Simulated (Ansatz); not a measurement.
# Cd2TeS: a single-point run

Aim: a sound single-point run of Cd2TeS. The structure is shown as the input types it. The cell is built on a prototype (ordering on rocksalt) and needn't be the phase found in nature.

Method: density functional or hybrid calculation with the settings of its input, plane waves (as first typed), in Ansatz 0.2.0.

2 further runs of the same task are left out: 2 that didn't finish.

### 1 The starting structure

Symmetry: R-3m, No. 166, trigonal system. Conventional cell: a = 4.071 Å, b = 4.071 Å, c = 20.149 Å, α = 90.00°, β = 90.00°, γ = 120.00°. S (site symmetry -3m) is surrounded by 6 Cd at 2.79 Å. Te (site symmetry -3m) has 6 Cd at 2.99 Å as nearest neighbours. Around Cd (site symmetry 3m) lie 3 S at 2.79 Å and 3 Te at 2.99 Å.

As a file:

```cif
data_structure
_symmetry_space_group_name_H-M 'P 1'
_symmetry_Int_Tables_number 1
_cell_length_a 7.1158
_cell_length_b 7.1158
_cell_length_c 7.1158
_cell_angle_alpha 33.247
_cell_angle_beta 33.247
_cell_angle_gamma 33.247
_cell_volume 96.42
loop_
_atom_site_label
_atom_site_type_symbol
_atom_site_fract_x
_atom_site_fract_y
_atom_site_fract_z
_atom_site_occupancy
S1 S 0.00000 0.00000 0.00000 1
Te1 Te 0.50000 0.50000 0.50000 1
Cd1 Cd 0.25858 0.25858 0.25858 1
Cd2 Cd 0.74142 0.74142 0.74142 1
```

### 2 Running it

The input, input.yaml:

```yaml
crystal:
  lattice:
    - [2.035707115, 1.1753160508, 6.7162809678]
    - [-2.035707115, 1.1753160508, 6.7162809678]
    - [0.0, -2.3506321016, 6.7162809678]
  atoms:
    - { symbol: S, position: [1.0, 0.0, 0.0] }
    - { symbol: Te, position: [0.5, 0.5, 0.5] }
    - { symbol: Cd, position: [0.258577502, 0.258577502, 0.258577502] }
    - { symbol: Cd, position: [0.741422498, 0.741422498, 0.741422498] }
kpoints:
  mp_grid: { grid: [4, 4, 4] }
hamiltonian:
  xc: hse06
scf:
  occupations: { method: fermi_dirac, width: 0.02 }
  n_extra_bands: 5
  max_iter: 62
output:
  forces: true
  stress: true
  eigenvalues: true
basis:
  ecutwfc: 80
```

On the command line:

```console
> ansatz run input.yaml --threads 4 --pin off --max-ram 3686MiB --backend cpu --events-out ev --progress --plain --runs-dir out
```

Q: Will this input give a usable result? If not, why, and what should change?

This run ends as converged, with warnings (cutoff below recommended, filled band counts differ across k points, stress exchange threshold loose). It gives a pressure of -86 GPa and a largest force of 8.0 eV/Å, which is large.

Look at the input: basis.ecutwfc is 80. With so few plane waves the basis is incomplete by a wide margin. The potentials' recommended cutoff is 420 eV.

To check: delete basis.ecutwfc (the default then holds).
